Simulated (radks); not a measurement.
# Spin polarisation of the 4f shell in Er²⁺

How much does Er²⁺ gain by aligning the spins in its 4f shell? The moment is raised step by step from zero.

Program: radks (a radial shooting solver on a logarithmic mesh, Libxc functionals) version 1. Level of theory: non-relativistic Kohn-Sham, PBE, spin-polarised, spherical densities, point nucleus. These are calculated values, not measurements, unless marked.

**1. Starting point**

- element: erbium (Z = 68)
- charge: +2
- electrons: 66
- configuration: [Xe] 4f(up 6, down 6)

A shell typed twice in an input gives spin up, then spin down.

**2. No moment**

The run's settings:

```text
Z 68
configuration [Xe] 4f6 4f6
relativity non-relativistic
functional pbe,pbe
spin polarised
nucleus point
```

**3. moment 0.5 in 4f**

The run's settings:

```text
Z 68
configuration [Xe] 4f6.25 4f5.75
relativity non-relativistic
functional pbe,pbe
spin polarised
nucleus point
```

**4. moment 1 in 4f**

The run's settings:

```text
Z 68
configuration [Xe] 4f6.5 4f5.5
relativity non-relativistic
functional pbe,pbe
spin polarised
nucleus point
```

**5. moment 1.5 in 4f**

The run's settings:

```text
Z 68
configuration [Xe] 4f6.75 4f5.25
relativity non-relativistic
functional pbe,pbe
spin polarised
nucleus point
```

**6. moment 2 in 4f**

The run's settings:

```text
Z 68
configuration [Xe] 4f7 4f5
relativity non-relativistic
functional pbe,pbe
spin polarised
nucleus point
```

What does the calculation give? Wanted: for each run, moment; E − E(0); ε(4f up); ε(4f down); splitting.

The runs gave:

| moment (μB) | E − E(0) (eV) | ε(4f up) (eV) | ε(4f down) (eV) | splitting (eV) |
| --- | --- | --- | --- | --- |
| 0 | 0.000 | -21.065 | -21.065 | 0.000 |
| 0.5 | -0.049 | -21.260 | -20.864 | 0.396 |
| 1 | -0.198 | -21.448 | -20.657 | 0.791 |
| 1.5 | -0.445 | -21.630 | -20.443 | 1.187 |
| 2 | -0.791 | -21.805 | -20.223 | 1.582 |

What this shows: At a moment of 2 μB the energy has fallen by 0.79 eV and the 4f levels split by 1.58 eV, 0.791 eV per μB. The Stoner form E = −I m²/4 would give I = 0.791 eV. The energy falls at every step.
